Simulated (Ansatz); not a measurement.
# TlPd (F-43m) in Ansatz: convergence with k mesh

Aim: find how far k mesh must go before the results for TlPd settle, at r2SCAN. This setting moves, with any that are tied to it; all else stays.

Program: Ansatz 0.2.0. These are calculated values, not measurements. Logs are shortened: lines on timing, memory, paths and dates and some standing lists are left out, and cuts for length are marked.

## Step 1: Starting point

Symmetry: F-43m, No. 216, cubic system. Conventional cell: a = 5.827 Å, b = 5.827 Å, c = 5.827 Å, α = 90.00°, β = 90.00°, γ = 90.00°. Around Tl (site symmetry -43m) lie 4 Pd at 2.52 Å. Pd (site symmetry -43m) is surrounded by 4 Tl at 2.52 Å.

The cell was built by a generator and needn't be a form met in nature.

## Step 2: With k mesh 3 × 3 × 3

Contents of input.yaml:

```yaml
crystal:
  lattice:
    - [0.0, 2.91333362, 2.91333362]
    - [2.91333362, 0.0, 2.91333362]
    - [2.91333362, 2.91333362, 0.0]
  atoms:
    - { symbol: Tl, position: [0.25, 0.25, 0.25] }
    - { symbol: Pd, position: [0.0, 0.0, 0.0] }
hamiltonian:
  xc: r2scan
  pseudopotentials: { kind: paw_fr }
magnetization:
  noncollinear: true
  spin_orbit: true
kpoints:
  mp_grid: { grid: [3, 3, 3] }
scf:
  occupations: { method: methfessel_paxton, width: 0.05 }
output:
  forces: true
  stress: true
  eigenvalues: true
```

Potentials or basis: Ansatz PAW.

Started as:

```console
ansatz run input.yaml --threads 2 --pin off --max-ram 5632MiB --backend cpu --events-out ev --progress --plain --runs-dir out
```

Wall time 3 s (2 threads of Intel Xeon 6975P-C (Granite Rapids), shared host); peak memory 0.58 GiB.

Results:

* Free energy: -18403.1616 eV
* Pressure: 12.6 GPa
* Band gap on the k mesh: none (metal or under the smearing width)

## Step 3: With k mesh 4 × 4 × 4

input.yaml: that of step 2 with these lines changed.

```diff
@@ -15,3 +15,3 @@
 kpoints:
-  mp_grid: { grid: [3, 3, 3] }
+  mp_grid: { grid: [4, 4, 4] }
 scf:
```

Potentials or basis: Ansatz PAW.

Started as:

```console
ansatz run input.yaml --threads 2 --pin off --max-ram 5632MiB --backend cpu --events-out ev --progress --plain --runs-dir out
```

Run time: 4.4 s. Hardware: 2 threads of Intel Xeon 6975P-C (Granite Rapids), shared host; peak memory 0.61 GiB.

What came out:

| Quantity | Value |
| --- | --- |
| Free energy | -18403.3258 eV |
| Pressure | 12.6 GPa |
| Band gap on the k mesh | none (metal or under the smearing width) |

## Step 4: With k mesh 5 × 5 × 5

input.yaml: that of step 3 with these lines changed.

```diff
@@ -15,3 +15,3 @@
 kpoints:
-  mp_grid: { grid: [4, 4, 4] }
+  mp_grid: { grid: [5, 5, 5] }
 scf:
```

Started as:

```console
ansatz run input.yaml --threads 2 --pin off --max-ram 5632MiB --backend cpu --events-out ev --progress --plain --runs-dir out
```

It took 4.4 s on 2 threads of Intel Xeon 6975P-C (Granite Rapids), shared host; peak memory 0.6 GiB.

What came out:

* Free energy: -18403.3634 eV
* Pressure: 12.6 GPa
* Band gap on the k mesh: none (metal or under the smearing width)

## Step 5: With k mesh 6 × 6 × 6

input.yaml: that of step 4 with these lines changed.

```diff
@@ -15,3 +15,3 @@
 kpoints:
-  mp_grid: { grid: [5, 5, 5] }
+  mp_grid: { grid: [6, 6, 6] }
 scf:
```

Started as:

```console
ansatz run input.yaml --threads 2 --pin off --max-ram 5632MiB --backend cpu --events-out ev --progress --plain --runs-dir out
```

Run time: 6.2 s. Hardware: 2 threads of Intel Xeon 6975P-C (Granite Rapids), shared host; peak memory 0.64 GiB.

What came out:

```
Free energy            : -18403.3720 eV
Pressure               : 12.3 GPa
Band gap on the k mesh : none (metal or under the smearing width)
```

## Step 6: With k mesh 7 × 7 × 7

input.yaml: that of step 5 with these lines changed.

```diff
@@ -15,3 +15,3 @@
 kpoints:
-  mp_grid: { grid: [6, 6, 6] }
+  mp_grid: { grid: [7, 7, 7] }
 scf:
```

Potentials or basis: Ansatz PAW.

Started as:

```console
ansatz run input.yaml --threads 2 --pin off --max-ram 5632MiB --backend cpu --events-out ev --progress --plain --runs-dir out
```

It took 7.2 s on 2 threads of Intel Xeon 6975P-C (Granite Rapids), shared host; peak memory 0.66 GiB.

The run converged. Its results:

```
Free energy            : -18403.3706 eV
Pressure               : 12.3 GPa
Band gap on the k mesh : none (metal or under the smearing width)
```

## Step 7: With k mesh 9 × 9 × 9

input.yaml: that of step 6 with these lines changed.

```diff
@@ -15,3 +15,3 @@
 kpoints:
-  mp_grid: { grid: [7, 7, 7] }
+  mp_grid: { grid: [9, 9, 9] }
 scf:
```

Started as:

```console
ansatz run input.yaml --threads 2 --pin off --max-ram 5632MiB --backend cpu --events-out ev --progress --plain --runs-dir out
```

It took 11 s on 2 threads of Intel Xeon 6975P-C (Granite Rapids), shared host; peak memory 0.71 GiB.

The run converged. Its results:

* Free energy: -18403.3669 eV
* Pressure: 12.3 GPa
* Band gap on the k mesh: none (metal or under the smearing width)

## Step 8: With k mesh 11 × 11 × 11

input.yaml: that of step 7 with these lines changed.

```diff
@@ -15,3 +15,3 @@
 kpoints:
-  mp_grid: { grid: [9, 9, 9] }
+  mp_grid: { grid: [11, 11, 11] }
 scf:
```

Started as:

```console
ansatz run input.yaml --threads 2 --pin off --max-ram 5632MiB --backend cpu --events-out ev --progress --plain --runs-dir out
```

Run time: 16 s. Hardware: 2 threads of Intel Xeon 6975P-C (Granite Rapids), shared host; peak memory 0.76 GiB.

The run converged. Its results:

* Free energy: -18403.3746 eV
* Pressure: 12.3 GPa
* Band gap on the k mesh: none (metal or under the smearing width)

## Step 9: With k mesh 13 × 13 × 13

input.yaml: that of step 8 with these lines changed.

```diff
@@ -15,3 +15,3 @@
 kpoints:
-  mp_grid: { grid: [11, 11, 11] }
+  mp_grid: { grid: [13, 13, 13] }
 scf:
```

Potentials or basis: Ansatz PAW.

Started as:

```console
ansatz run input.yaml --threads 2 --pin off --max-ram 5632MiB --backend cpu --events-out ev --progress --plain --runs-dir out
```

Standard output:

```text
Warning: RAYON_NUM_THREADS=2 ignored (pool sized by the plan → 2); use --threads N
Engine: ansatz 0.2.0, x86_64-unknown-linux-gnu
Pseudopotentials: kind: paw_fr
Pseudopotential: Tl, paw_fr, valence charge 13, recommended cutoff 500 eV (meta_gga), Tl.paw.azcp#standard-fr
Pseudopotential: Pd, paw_fr, valence charge 18, recommended cutoff 500 eV (meta_gga), Pd.paw.azcp#standard-fr
Functional definition: r2SCAN
  parameter k0 = 0.174
  parameter k1 = 0.065
  parameter a1 = 4.9479
  exchange = r2scan_x(k0 = k0, k1 = k1, a1 = a1)
  correlation = r2scan_c
non-collinear run that drives no moment, with spin-orbit: no starting moment large enough to seed its density (crystal.atoms[].spin), no starting occupations that ask for one, no magnetisation constraint and no magnetic field, so the semilocal B_xc is pinned to zero
Crystal: 2 atoms, lattice volume = 49.454 Å³
Basis set: ecut = 500 eV, 1243 PW (Γ), exchange–correlation on 128×128×128 points (64 copies of the dense FFT grid, shifted against one another)
Bands: 40, of which v1, the nominal top of the filled ones, is band 31 counted from 1 (30 counted from 0)
Symmetry: 24 space group operations + 24 with time reversal
Magnetic group: BNS 216.75 (UNI 1577), of the structure as read, at distance tolerance 3.7e-5 Å
k-points: 84 of 2197 (time reversal used)
Projection manifold: j_resolved (fully-relativistic pseudo-atomic orbitals)
Non-local potential: Tl, projectors of the file, l = 0: 2, l = 1: 4, l = 2: 4, l = 3: 2
Non-local potential: Pd, projectors of the file, l = 0: 2, l = 1: 4, l = 2: 4, l = 3: 2
PAW form: soft (Blöchl's): semilocal exchange-correlation on the pseudo side does not see the compensation charge
PAW frozen core: Tl, regenerated for the run's functional (the file was generated under x = pbe(κ = 0.804, μ = 0.2195149727645171), c = pbe(β = 0.06672455060314922))
PAW frozen core: Pd, regenerated for the run's functional (the file was generated under x = pbe(κ = 0.804, μ = 0.2195149727645171), c = pbe(β = 0.06672455060314922))
PAW one-centre angular grid: Tl, 590 points (default); XC on 273 of its mesh's 2893 points in the sphere
PAW one-centre angular grid: Pd, 590 points (default); XC on 224 Gauss nodes
Initial density: superposition of atomic densities (chi_scale 0.1, normalization cell, long waves kept (reshape's long-wave potential 0.00 eV rms))
Initial wavefunctions: pseudopotential atomic-orbital guess
Functional: x = r2scan, c = r2scan; τ floored in thin density (d = 2e-4 eV/Å³)
SCF iter   1: F=—  HF=-18406.445487 eV  |F-HF|=—  |Δ(HF+E_count)|=         —  Δρ=1.59e-1  dr2=1.83e1  dr2_τ=1.35e-1  dr2_m=0.00e0 (ungated)  ethr=3.10e-3  |M|=0.00e0 ∫|m|=0.00e0 μB  |m|>n=0.0e0 m-floor=0.0e0 τ_xc=0.0e0  β_m=0.30  ⟨swp⟩=8.6  Hψ=17346  notcnv=0  defer=29
preconditioner: auto → Kerker (q_TF=auto, 2.524 Å⁻¹)  [metal: Δε(μ)=0.026 eV  Ē_g=12.724 eV  σ=0.050 eV  W_gap=0.41  n_scr=14 (ndim 8)  ℏωp=25.3 eV  f_vac=0.047  D(μ)=1.36/eV (n_scr^D=14)]
[... 8 lines left out ...]
SCF iter   9: F=-18403.374163 eV  HF=-18403.374163 eV  |F-HF|=3.49e-9  |Δ(HF+E_count)|=   3.04e-7  S|Δr|=    0.00e0  Δρ=8.50e-6  dr2=4.97e-8  dr2_τ=2.73e-9  dr2_m=0.00e0 (ungated)  ethr=3.23e-10  |M|=0.00e0 ∫|m|=0.00e0 μB  |m|>n=0.0e0 m-floor=0.0e0 τ_xc=0.0e0  ⟨swp⟩=10.9  Hψ=16639  notcnv=0
SCF 1 converged in 9 iterations: F = -18403.374163 eV  dr2 = 4.97e-8
SCF converged after 9 iterations
Stability not checked: this state was not tested for a lower state beside it, because cold or Methfessel-Paxton smearing, or corrected tetrahedra, fill the levels in a way that the test cannot read (fill_not_monotonic; see scf.lower_state_search)
Magnetization: |M| = 0.0000 μB,  M = (+0.0000, +0.0000, +0.0000) μB
Absolute magnetization: 0.0000 μB (∫|m|)
  site 0: m = (+0.0000, +0.0000, +0.0000) μB, |m| = 0.0000 μB  (R = 1.04 Å)
  site 1: m = (+0.0000, +0.0000, +0.0000) μB, |m| = 0.0000 μB  (R = 1.04 Å)
Free energy (F): -18403.374163 eV
Harris-Foulkes:  -18403.374163 eV  (|F-HF|=3.49e-9)
Internal energy: -18403.374094 eV  (E = F + TS)
E sigma→0 (E₀):  -18403.374145 eV
Entropy (-TS):   -0.000069 eV (-0.034 meV/atom)
Fermi energy:    10.991916 eV
--- Per-component energies (eV) ---
  E_band       = -302.383886
  E_kinetic    = 859.274507
  E_local      = -3765.800410  (includes V_loc(G=0)·N_el)
  E_nonlocal   = 534.578743
  E_hartree    = 1532.381051
  E_xc         = -378.920174
  E_vxc        = -390.351481  (∫ρ·V_xc dr)
  E_paw        = -13928.665812  (= ΣΔE_a)
  E_vpaw       = -634.309067  (= ΣTr[D̂ρ^β])
  E_aug_tail   = 0.000128  (compensation charges beyond the density's cutoff)
  E_vtau       = 29.450866  (kinetic-family band-sum trace: ∫τ·v_τ [+ j·A + Jᵃ·Aᵃ] dr)
  E_ewald      = -3256.778169
  E_core_change = 0.556041  (= ΣΔE_core)
  E_smearing   = -0.000069  (= −TS)
  E_closure    = 0.000000  (closes the sum)
  Σ components = -18403.374163   (vs F -18403.374163, Δ=0.00e0)
--- Forces (eV/Å), atoms counted from 1 ---
  atom   1  Tl    -0.00000000     0.00000000    -0.00000000
  atom   2  Pd     0.00000000    -0.00000000    -0.00000000
  max |Σ_I F_I| component: 1.85e-17 eV/Å
--- Stress (GPa, compression-positive) ---
       12.294284       0.000000       0.000000
       -0.000000      12.294284      -0.000000
        0.000000      -0.000000      12.294284
  P = ⅓ Tr σ = 12.2943 GPa (122.943 kbar)
--- Band table (eV; the first three rows and the last of 84) ---
  k-point 0: bands = ["-75.5012", "-75.5012", "-43.5091", "-43.5091", "-39.1347", "-39.1347", "-39.1347", "-39.1347", "-2.1333", "-2.1333", "-2.1333", "-2.1333", "-0.0711", "-0.0711", "0.0160", "0.0160", "0.0160", "0.0160", "2.1635", "2.1635", "7.6057", "7.6057", "7.6695", "7.6695", "7.6695", "7.6695", "8.7109", "8.7109", "8.7109", "8.7109", "17.6231", "17.6231", "18.4881", "18.4881", "19.8015", "19.8016", "19.8016", "19.8016", "20.6719", "20.6719"]
  k-point 1: bands = ["-75.5012", "-75.5012", "-43.5092", "-43.5092", "-39.1348", "-39.1348", "-39.1347", "-39.1347", "-2.1447", "-2.1326", "-2.1326", "-2.1211", "-0.0729", "-0.0729", "-0.0005", "0.0183", "0.0183", "0.0398", "2.2385", "2.2385", "7.6010", "7.6010", "7.6527", "7.6694", "7.6694", "7.7130", "8.6884", "8.7013", "8.7013", "8.7257", "16.9733", "16.9733", "18.1971", "18.1971", "19.2722", "19.2722", "19.3474", "19.3570", "20.8982", "20.8982"]
  k-point 2: bands = ["-75.5011", "-75.5011", "-43.5092", "-43.5092", "-39.1353", "-39.1353", "-39.1347", "-39.1346", "-2.1527", "-2.1310", "-2.1310", "-2.1109", "-0.0769", "-0.0769", "-0.0059", "0.0227", "0.0227", "0.0655", "2.4573", "2.4573", "7.5569", "7.5569", "7.6613", "7.7111", "7.7111", "7.7734", "8.6646", "8.6765", "8.6765", "8.7354", "15.4560", "15.4560", "17.5261", "17.5261", "18.6604", "18.6622", "19.1146", "19.1146", "21.1682", "21.1682"]
  k-point 83: bands = ["-75.5009", "-75.5007", "-43.5098", "-43.5087", "-39.1377", "-39.1363", "-39.1357", "-39.1354", "-2.1759", "-2.1473", "-2.1079", "-2.0678", "-0.1433", "-0.0676", "-0.0148", "0.0593", "0.1017", "0.1310", "4.3990", "4.4077", "7.4723", "7.4959", "7.9638", "8.1293", "8.4163", "8.4842", "8.7643", "8.9321", "9.7329", "9.9038", "10.2099", "10.6823", "11.4703", "11.9702", "12.4428", "12.7733", "20.7408", "20.8693", "21.4465", "21.5015"]
```

Run time: 21 s. Hardware: 2 threads of Intel Xeon 6975P-C (Granite Rapids), shared host; peak memory 0.85 GiB.

Results:

```
Free energy            : -18403.3742 eV
Pressure               : 12.3 GPa
Band gap on the k mesh : none (metal or under the smearing width)
```

## Step 10: The series at a glance

```tsv
k mesh	energy less the tightest run, at zero smearing (meV/atom)	pressure (GPa)	SCF cycles	CPU time (s)	peak memory (GiB)
3 × 3 × 3	106.57	12.58	9	5.4	0.58
4 × 4 × 4	24.52	12.57	11	8.1	0.61
5 × 5 × 5	5.53	12.64	9	8.3	0.6
6 × 6 × 6	1.12	12.30	9	12	0.64
7 × 7 × 7	1.82	12.29	10	14	0.66
9 × 9 × 9	3.60	12.31	10	21	0.71
11 × 11 × 11	-0.24	12.32	9	31	0.76
13 × 13 × 13	0.00	12.29	9	42	0.85
```

Against the tightest run, the energy stays within 1 meV/atom from 11 × 11 × 11 on; the pressure stays within 0.1 GPa from 6 × 6 × 6 on. Meshes of other sizes hit other points, so gaps and Fermi surfaces needn't settle smoothly. The tightest run that finished is the yardstick and may itself not be fully converged.

Caveats: the PAW data sets come from PBE, with cores solved anew for the run's functional, which leaves a small shift of forces and pressure.
